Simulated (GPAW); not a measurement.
HfB in GPAW: convergence with grid spacing (A)

Input of the first run (grid spacing (A) 0.26); the others differ in this setting and in those tied to it:

Contents of run.py:

```python
from ase.dft.bandgap import bandgap
from ase.io import read, write
from gpaw import GPAW

atoms = read('POSCAR')

calc = GPAW(mode='fd',
            h=0.26,
            xc='PBE',
            kpts={'size': (10, 10, 10), 'gamma': True},
            occupations={'name': 'fermi-dirac', 'width': 0.05},
            nbands=17,
            convergence={'density': 1e-05, 'energy': 1e-05},
            maxiter=100,
            txt='gpaw.txt')
atoms.calc = calc
energy = atoms.get_potential_energy()
forces = atoms.get_forces()
calc.write('gs.gpw')
write('result.traj', atoms)
print(f'Energy: {energy:.6f} eV')
print('Forces (eV/A):')
print(forces.round(4))
print('Fermi level:', round(calc.get_fermi_level(), 4), 'eV')
print(f'Gap: {bandgap(calc)[0]:.4f} eV, direct: {bandgap(calc, direct=True)[0]:.4f} eV')
```

The input POSCAR:

```
HfB
1.0
    0.0000000000      2.3100000000      2.3100000000
    2.3100000000      0.0000000000      2.3100000000
    2.3100000000      2.3100000000      0.0000000000
Hf B
1 1
Direct
    0.5000000000      0.5000000000      0.5000000000
    0.0000000000      0.0000000000      0.0000000000
```

Potentials or basis: GPAW PAW data sets (gpaw-data 1.2.1), fd.

Command:

```console
$ OMP_NUM_THREADS=1 python run.py
```

Hardware: 1 thread of Arm Neoverse V1, on a shared host.

Task: The values tried are 0.26, 0.23, 0.2, 0.18, 0.16, 0.14, 0.12, loosest first. From which on does the energy stay within 1 meV/atom of the tightest run that finished?

Result: From 0.14 on.

```tsv
grid spacing (A)	energy less the tightest run, at zero smearing (meV/atom)	SCF cycles	CPU time (s)	peak memory (GiB)
0.26	0.58	9	17	0.18
0.23	0.58	9	17	0.18
0.2	0.58	9	17	0.18
0.18	2.09	9	37	0.26
0.16	2.09	9	37	0.26
0.14	0.67	10	68	0.4
0.12	0.00	10	110	0.6
```

The tightest run that finished is the yardstick and may itself not be fully converged.

Caveat, for the tightest run too: the real-space grid adds noise to forces. Spin-orbit coupling is left out, which matters for the levels of Hf.
